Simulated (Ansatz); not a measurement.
# C2H2Cl2Si: vertical ionisation energy

An exercise on one series of results from a longer session: the logs are not shown, and one member is left open.

The runs use Ansatz 0.2.0, Gaussian basis; unrestricted cation, the program's frozen cores in correlated methods.

Levels to be run: UKS PBE-D4/def2-TZVPP; UKS r2SCAN-D4/def2-TZVPP; UKS PBE0-D4/def2-TZVPP; UKS B3LYP-D4/def2-TZVPP; UKS wB97X-V/def2-TZVPP; UKS wB97M-V/def2-TZVPP; UKS B2PLYP/def2-TZVPP; UHF-CCSD(T)/def2-TZVPP; UHF-MP2/def2-QZVPP; extrapolation to the limit; then −ε(HOMO) from the neutral's earlier runs with LDA (SPW92), PBE-D4, revPBE-D4, BLYP-D4, r2SCAN-D4, B97M-V, PBE0-D4, B3LYP-D4, r2SCANh-D4, r2SCAN0-D4, HSE06-D4, BHLYP-D4, CAM-B3LYP-D4, LC-ωPBE, ωB97X-V, ωB97M-V.

## The relaxed structure

An earlier PBE0-D4 in a triple-zeta def2 set relaxation fixed the geometry.

SMILES `C#C[SiH](Cl)Cl`, 7 atoms, charge 0, spin multiplicity 1.

Atoms are counted from 1 here; the program's logs count them from 0.

Bond lengths: C1–C2 1.205 Å, C1–H6 1.066 Å, C2–Si3 1.807 Å, Si3–Cl4 2.037 Å, Si3–Cl5 2.037 Å, Si3–H7 1.472 Å. Angles: C2–C1–H6 179.8°, C1–C2–Si3 179.1°, C2–Si3–Cl4 109.2°, C2–Si3–Cl5 109.2°, C2–Si3–H7 111.4°, Cl4–Si3–Cl5 109.6°, Cl4–Si3–H7 108.7°, Cl5–Si3–H7 108.7°.

Set-up of the first run:

The input, in.yaml:

```yaml
crystal:
  periodic: [false, false, false]
  atoms:
    - {symbol: C, position_ang: [0.222119, -0.669296, 1.881571]}
    - {symbol: C, position_ang: [0.127687, -0.285151, 0.743198]}
    - {symbol: Si, position_ang: [0.012716, 0.282720, -0.968923]}
    - {symbol: Cl, position_ang: [-1.510593, -0.698353, -1.899224]}
    - {symbol: Cl, position_ang: [-0.353686, 2.286184, -0.986877]}
    - {symbol: H, position_ang: [0.302455, -1.008193, 2.889542]}
    - {symbol: H, position_ang: [1.260701, 0.023989, -1.705086]}
basis:
  gaussian: {orbitals: def2-TZVPP}
total_charge: 1
magnetization: {spin_polarized: true, initial_magnetization: 1}
hamiltonian: {xc: pbe, dispersion: d4}
```

On the command line:

```console
> ansatz run in.yaml --threads 2 --pin off --events-out ev --progress --plain --max-ram 32768MiB --backend cpu
```

Steps of the session up to this table: Cation, UKS PBE-D4/def2-TZVPP; Cation, UKS r2SCAN-D4/def2-TZVPP; Cation, UKS PBE0-D4/def2-TZVPP; Cation, UKS B3LYP-D4/def2-TZVPP; Cation, UKS wB97X-V/def2-TZVPP; Cation, UKS wB97M-V/def2-TZVPP; Cation, UKS B2PLYP (frozen core)/def2-TZVPP; Cation, UHF-CCSD(T)/def2-TZVPP; Cation, UHF-MP2/def2-QZVPP.

One of the session's tables, all rows but one given; the rest of the session is left out.

It belongs to the step «Ionisation energies side by side». Orbital estimates, from the neutral's runs:

| functional | −ε(HOMO) (eV) |
| --- | --- |
| LDA (SPW92) | 7.71 |
| PBE-D4 | ? |
| revPBE-D4 | 7.46 |
| BLYP-D4 | 7.34 |
| r2SCAN-D4 | 7.81 |
| B97M-V | 7.81 |
| PBE0-D4 | 8.79 |
| B3LYP-D4 | 8.52 |
| r2SCANh-D4 | 8.27 |
| r2SCAN0-D4 | 8.98 |
| HSE06-D4 | 8.39 |
| BHLYP-D4 | 9.86 |
| CAM-B3LYP-D4 | 10.14 |
| LC-ωPBE | 11.62 |
| ωB97X-V | 11.18 |
| ωB97M-V | 11.04 |

Estimate the missing values for PBE-D4.

The run gave: −ε(HOMO) (eV): 7.53. In the column «−ε(HOMO) (eV)» it lies between revPBE-D4 (7.46) and LDA (SPW92) (7.71).
